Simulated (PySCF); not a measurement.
# C₂H₇B₂N: geometry, NMR shifts, spin-spin couplings, electronic excitations and core binding energies

Wanted: the NMR shifts, spin-spin couplings, electronic excitations and core binding energies of C₂H₇B₂N (`BN(B)C=C`), by calculation.

The runs use PySCF 2.14.0, with density-fitted response routines of our own; the level of theory stands in each step. All values are computed, except where a source is named. Atoms are numbered from 0 throughout.

### 1 The molecule as given

12 atoms, charge 0, multiplicity 1; geometry from: GFN2-xTB.

Bonds of the start (Å): B0–N1 1.42, N1–B2 1.42, N1–C3 1.41, C3–C4 1.32, B0–H5 1.17, B0–H6 1.17, B2–H7 1.17, B2–H8 1.17, C3–H9 1.08, C4–H10 1.08, C4–H11 1.08.

### 2 Geometry optimisation at PBE0-D3(BJ)/def2-SVP

Job settings and geometry (Å):

```
{"job": {"xc": "PBE0", "basis": "def2-SVP", "d3": "d3bj", "grid": 1, "kind": "geom"}, "charge": 0, "multiplicity": 1}
B      0.538276     1.710677     0.411699
N      0.360684     0.330058     0.141279
B      1.419337    -0.497806    -0.316199
C     -0.904545    -0.232882     0.415036
C     -1.475645    -1.196293    -0.288724
H     -0.334130     2.321031     0.901749
H      1.552529     2.219667     0.138521
H      2.427484    -0.001285    -0.633245
H      1.286414    -1.660755    -0.332617
H     -1.425318     0.218945     1.249911
H     -0.994959    -1.641343    -1.142464
H     -2.448929    -1.570698    -0.026841
```

**Question.** This job is followed by: GIAO PBE0/pcSseg-1 NMR shielding, non-relativistic, gas phase; B3LYP/pcJ-1 indirect spin-spin coupling, non-relativistic, gas phase; TDDFT PBE0/def2-SVPD, vertical, gas phase, core orbitals frozen in the response; GIAO WP04/pcSseg-2 NMR shielding, non-relativistic, gas phase; delta-SCF UKS SCAN, pcX-2 on the ionised atom, pcseg-1 elsewhere, spin-free X2C. Predict these results of the whole session: point group; rotational constants (main isotopes); ¹³C shifts against TMS (PBE0/pcSseg-1); ¹H shifts against TMS (PBE0/pcSseg-1, means over atoms taken as alike); ¹¹B shifts against BF3·OEt2 (PBE0/pcSseg-1, means over atoms taken as alike); ¹⁵N shifts against NH3 (PBE0/pcSseg-1); largest coupling of the table (B3LYP/pcJ-1); lowest singlet (PBE0/def2-SVPD); brightest single state of those computed; lowest triplet; vertical ionisation energy (ΔSCF); vertical electron affinity (ΔSCF); C1s binding energies, SCAN/pcX-2; N1s binding energies, SCAN/pcX-2; range of the shift of N1.

As calculated:

```
                                                                    quantity                                             value
                                                                 point group                                                C1
                                        rotational constants (main isotopes)                              9.71, 4.24, 2.99 GHz
                                      ¹³C shifts against TMS (PBE0/pcSseg-1)                                  152.7, 108.4 ppm
      ¹H shifts against TMS (PBE0/pcSseg-1, means over atoms taken as alike)                        6.92, 5.84, 5.53, 4.90 ppm
¹¹B shifts against BF3·OEt2 (PBE0/pcSseg-1, means over atoms taken as alike)                                          55.5 ppm
                                      ¹⁵N shifts against NH3 (PBE0/pcSseg-1)                                         230.5 ppm
                                 largest coupling of the table (B3LYP/pcJ-1)                           ¹J(C,H) C3–H9, 180.4 Hz
                                             lowest singlet (PBE0/def2-SVPD)                       4.84 eV (256 nm), f = 0.033
                                    brightest single state of those computed                       state 3, 5.96 eV, f = 0.285
                                                              lowest triplet                                           3.88 eV
                                           vertical ionisation energy (ΔSCF)                                           9.44 eV
                                           vertical electron affinity (ΔSCF)  -0.19 eV (unbound: the value hangs on the basis)
                                            C1s binding energies, SCAN/pcX-2                           C3 291.67, C4 290.23 eV
                                            N1s binding energies, SCAN/pcX-2                                      N1 405.59 eV
                                                    range of the shift of N1                                210.3 to 230.5 ppm
```

**Reading.** The optimisation took 7 steps and gained 0.115 eV; among the close pairs (by a distance rule), B0–H5 changed most, from 1.172 to 1.209 Å. The most deshielded carbon is C3 (alkene carbon bearing nitrogen), at 152.7 ppm: an sp2 carbon further deshielded by the attached heteroatom. The most deshielded hydrogen is H9 (hydrogen on an alkene carbon bearing nitrogen), at 6.92 ppm: attached to an sp2 carbon and in the plane of the double bond. In the run at B3LYP/pcJ-1, the largest coupling of the table is C3–H9, 180.4 Hz, of which the Fermi-contact term gives 179.4 Hz. Couplings across rotatable bonds belong to this one conformer; where others are populated, the observed values are averages. The lowest singlet, at 4.84 eV, is HOMO→LUMO 0.99 and is weak; of the 10 states computed, the strongest absorption comes from state 3 at 5.96 eV. The lowest triplet lies 0.96 eV below the lowest singlet (triplets in Tamm-Dancoff, singlets in full TDDFT). The orbital energy would give 7.38 eV for ionisation, ΔSCF gives 9.44 eV. The C1s levels kept as sound span 1.44 eV, from C4 (β carbon of an enol-ether or enamine type C=C) up to C3 (alkene carbon bearing nitrogen). In ppm, N1 moves most: its shift spreads over 20.2 ppm, from 210.3 (WP04/pcSseg-2) to 230.5 (PBE0/pcSseg-1). Most of that comes from the computed reference, not from the atom's own shielding.
